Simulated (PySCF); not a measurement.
# C3H9NSi: a look at the electrons

For C3H9NSi, the scripts below analyse its density (charges, bond critical points, surface potential), pull one bond apart with RHF, UHF and CASSCF and localise its valence orbitals.

The runs use PySCF 2.14.0; levels as typed in each script, gas phase, geometry from GFN2-xTB.

1 further run of the same task is left out (it didn't finish).

## Step 1: Where the work starts

SMILES `N[SiH]1CCC1`, 14 atoms, charge 0, spin multiplicity 1.

Bond lengths: N1–Si2 1.726 Å, N1–H6 1.008 Å, N1–H7 1.008 Å, Si2–C3 1.905 Å, Si2–C5 1.905 Å, Si2–H8 1.472 Å, C3–C4 1.542 Å, C3–H9 1.087 Å, C3–H10 1.087 Å, C4–C5 1.541 Å, C4–H11 1.090 Å, C4–H12 1.089 Å, C5–H13 1.087 Å, C5–H14 1.087 Å. Angles: Si2–N1–H6 117.8°, Si2–N1–H7 117.7°, H6–N1–H7 109.4°, N1–Si2–C3 113.8°, N1–Si2–C5 113.8°, N1–Si2–H8 116.5°, C3–Si2–C5 76.8°, C3–Si2–H8 114.9°, C5–Si2–H8 115.0°, Si2–C3–C4 90.5°, Si2–C3–H9 114.1°, Si2–C3–H10 118.6°, C4–C3–H9 111.8°, C4–C3–H10 113.6°, H9–C3–H10 107.6°, C3–C4–C5 100.2°, C3–C4–H11 113.5°, C3–C4–H12 110.7° and more.

Geometry (Å):

```
N    -1.9869    0.0001   -0.5303
Si   -0.5930   -0.0002    0.4872
C     0.7825    1.1828   -0.0938
C     1.7622    0.0001   -0.2268
C     0.7827   -1.1826   -0.0939
H    -2.5692    0.8224   -0.5286
H    -2.5691   -0.8228   -0.5288
H    -0.8398   -0.0001    1.9383
H     0.5862    1.6547   -1.0536
H     1.1254    1.9568    0.5881
H     2.3194    0.0001   -1.1632
H     2.4802   -0.0002    0.5926
H     0.5865   -1.6545   -1.0539
H     1.1258   -1.9567    0.5878
```

## Step 2: Density, bond paths and surface potential (r2SCAN/6-31g*)

Contents of input.py:

```python
import numpy as np
from pyscf import gto, scf, dft
from pyscf.scf import atom_ks, atom_hf
from scipy.linalg import block_diag

def solve(mol, dm0=None, hcore=None):
    mf = (dft.UKS if mol.spin else dft.RKS)(mol, xc='r2scan')
    mf.grids.level = 3
    mf = mf.density_fit(auxbasis='def2-universal-jkfit')
    mf.conv_tol, mf.max_cycle = 1e-8, 80
    if hcore is not None:
        mf.get_hcore = lambda *args: hcore
    mf.kernel(dm0)
    if not mf.converged:
        mf = mf.newton().run(mf.mo_coeff, mf.mo_occ, max_cycle=30)
    assert mf.converged, 'SCF not converged'
    return mf

mol = gto.M(atom='''
N     -1.98689     0.00014    -0.53032
Si    -0.59297    -0.00019     0.48720
C      0.78248     1.18282    -0.09375
C      1.76222     0.00014    -0.22683
C      0.78271    -1.18265    -0.09394
H     -2.56924     0.82238    -0.52862
H     -2.56907    -0.82280    -0.52875
H     -0.83982    -0.00010     1.93828
H      0.58617     1.65474    -1.05363
H      1.12536     1.95679     0.58808
H      2.31941     0.00008    -1.16316
H      2.48021    -0.00019     0.59255
H      0.58650    -1.65446    -1.05389
H      1.12575    -1.95665     0.58777
''', basis='6-31g*', charge=0, spin=0, verbose=4)
mf = solve(mol)
mf.analyze()
# spherically averaged free atoms, for the promolecule
atm = atom_ks.get_atm_nrks(mol, xc='r2scan')
pro = block_diag(*[(atm[a[0]][2] * atm[a[0]][3]) @ atm[a[0]][2].T for a in mol._atom])
np.savez('result.npz', e=mf.e_tot, c=mf.mo_coeff, occ=mf.mo_occ, eps=mf.mo_energy, pro=pro, dip=mf.dip_moment(verbose=0), s2=mf.spin_square()[0])
```

Started as:

```sh
$ OMP_NUM_THREADS=1 python input.py
```

## Step 4: Stretching a bond (6-31g*)

Contents of input.py:

```python
import numpy as np
from pyscf import gto, scf, mcscf

mol = gto.M(atom='''
N     -1.98689     0.00014    -0.53032
Si    -0.59297    -0.00019     0.48720
C      0.78248     1.18282    -0.09375
C      1.76222     0.00014    -0.22683
C      0.78271    -1.18265    -0.09394
H     -2.56924     0.82238    -0.52862
H     -2.56907    -0.82280    -0.52875
H     -0.83982    -0.00010     1.93828
H      0.58617     1.65474    -1.05363
H      1.12536     1.95679     0.58808
H      2.31941     0.00008    -1.16316
H      2.48021    -0.00019     0.59255
H      0.58650    -1.65446    -1.05389
H      1.12575    -1.95665     0.58777
''', basis='6-31g*', charge=0, spin=0, verbose=4)
# stretch the bond between atoms 1 and 6, from long to short, fragments rigid
a, b, move = 0, 5, [5]
xyz = mol.atom_coords(unit='Angstrom')
u = xyz[b] - xyz[a]
r0 = np.linalg.norm(u)
rows, last, dm_u = [], None, None
for r in [2.86, 2.24, 1.84, 1.58, 1.38, 1.22, 1.12, 1.02, 0.94]:
    new = xyz.copy()
    new[move] += u / r0 * (r - r0)
    m = mol.set_geom_(new, unit='Angstrom', inplace=False)
    rhf = scf.RHF(m).density_fit(auxbasis='def2-universal-jkfit').run()
    uhf = scf.UHF(m).density_fit(auxbasis='def2-universal-jkfit').newton()
    if dm_u is None:
        c = rhf.mo_coeff
        h = m.nelectron // 2 - 1
        ca, cb = c.copy(), c.copy()
        ca[:, h], cb[:, h] = (c[:, h] + c[:, h + 1]) / 2**.5, (c[:, h] - c[:, h + 1]) / 2**.5
        dm_u = np.array([x[:, :h + 1] @ x[:, :h + 1].T for x in (ca, cb)])
    uhf.kernel(dm0=dm_u)
    for _ in range(3):
        c, _, stable, _ = uhf.stability(return_status=True)
        if stable:
            break
        uhf.kernel(c, uhf.mo_occ)
    dm_u = uhf.make_rdm1()
    mc = mcscf.CASSCF(rhf, 2, 2)
    mc.natorb = True
    mc.fix_spin_(ss=0)
    guess = mcscf.addons.make_natural_orbitals(uhf)[1] if last is None else mcscf.project_init_guess(mc, last.mo_coeff, last.mol)
    mc.kernel(guess)
    last = mc
    act = slice(mc.ncore, mc.ncore + mc.ncas)
    print('r %.3f  RHF %.6f  UHF %.6f  <S^2> %.3f  CASSCF %.6f  occupations' % (r, rhf.e_tot, uhf.e_tot, uhf.spin_square()[0], mc.e_tot), mc.mo_occ[act].round(4))
    rows.append((new, rhf.e_tot, uhf.e_tot, uhf.spin_square()[0], mc.e_tot, mc.mo_occ[act], mc.mo_coeff[:, act], dm_u[0] - dm_u[1], rhf.converged and uhf.converged and mc.converged))
    np.savez('result.npz', **{k: [row[i] for row in rows] for i, k in enumerate('xyz rhf uhf s2 cas occ c spin ok'.split())})
```

## Step 6: Localised orbitals (PBE/6-31+g*)

Contents of input.py:

```python
import numpy as np
from pyscf import gto, scf, dft, lo
from pyscf.data.elements import chemcore

def solve(mol, dm0=None, hcore=None):
    mf = (dft.UKS if mol.spin else dft.RKS)(mol, xc='pbe')
    mf.grids.level = 3
    mf = mf.density_fit(auxbasis='def2-universal-jkfit')
    mf.conv_tol, mf.max_cycle = 1e-8, 80
    if hcore is not None:
        mf.get_hcore = lambda *args: hcore
    mf.kernel(dm0)
    if not mf.converged:
        mf = mf.newton().run(mf.mo_coeff, mf.mo_occ, max_cycle=30)
    assert mf.converged, 'SCF not converged'
    return mf

mol = gto.M(atom='''
N     -1.98689     0.00014    -0.53032
Si    -0.59297    -0.00019     0.48720
C      0.78248     1.18282    -0.09375
C      1.76222     0.00014    -0.22683
C      0.78271    -1.18265    -0.09394
H     -2.56924     0.82238    -0.52862
H     -2.56907    -0.82280    -0.52875
H     -0.83982    -0.00010     1.93828
H      0.58617     1.65474    -1.05363
H      1.12536     1.95679     0.58808
H      2.31941     0.00008    -1.16316
H      2.48021    -0.00019     0.59255
H      0.58650    -1.65446    -1.05389
H      1.12575    -1.95665     0.58777
''', basis='6-31+g*', charge=0, spin=0, verbose=4)
mf = solve(mol)
occ_all = mf.mo_coeff[:, mf.mo_occ > 0]
occ = occ_all[:, chemcore(mol):]
loc = lo.ibo.ibo(mol, occ, iaos=lo.iao.iao(mol, occ_all))
fock, s = mf.get_fock(), mf.get_ovlp()
ortho = lo.orth_ao(mol, 'meta_lowdin')
ortho = lo.vec_lowdin(lo.iao.iao(mol, occ_all), s)
labels = lo.iao.reference_mol(mol).ao_labels(fmt=None)
vir = lo.vvo.livvo(mol, occ_all, mf.mo_coeff[:, mf.mo_occ == 0])
both = np.hstack([loc, vir])
p = (ortho.T @ s @ both) ** 2
pop = np.array([p[[l[0] == a for l in labels]].sum(0) for a in range(mol.natm)])
spd = np.array([[p[[l[0] == a and l[2][-1] == k for l in labels]].sum(0) for k in 'spd'] for a in range(mol.natm)])
eps = np.einsum('pi,pq,qi->i', both, fock, both)
for i in np.argsort(eps):
    top = np.argsort(-pop[:, i])[:3]
    print('%3d %s %9.4f Eh ' % (i + 1, 'occ' if i < loc.shape[1] else 'vir', eps[i]), '  '.join('%s%d %.3f' % (mol.atom_symbol(a), a + 1, pop[a, i]) for a in top))
np.savez('result.npz', c=both, nocc=loc.shape[1], pop=pop, spd=spd, eps=eps, e=mf.e_tot)
```

(Steps that only read results are left out.)

Before running it: what results should come out? Wanted: dipole moment; HOMO, LUMO.

As calculated:

```
                                              quantity           value
                         dipole moment (r2SCAN/6-31g*)          1.31 D
                            HOMO, LUMO (r2SCAN/6-31g*)  -5.79, 0.87 eV
 cost of the stretch to 2.9 Å, CASSCF and RHF (6-31g*)  4.2 and 8.2 eV
localised occupied orbitals above −45 eV (PBE/6-31+g*)              15
```

At r2SCAN/6-31g*: The highest Hirshfeld charge is on Si2 (+0.34 e), the lowest on N1 (−0.30 e). RHF rises too steeply at long distance, since it keeps both electrons in one orbital and so mixes in ionic fragments. The geometry was not optimised at these levels.
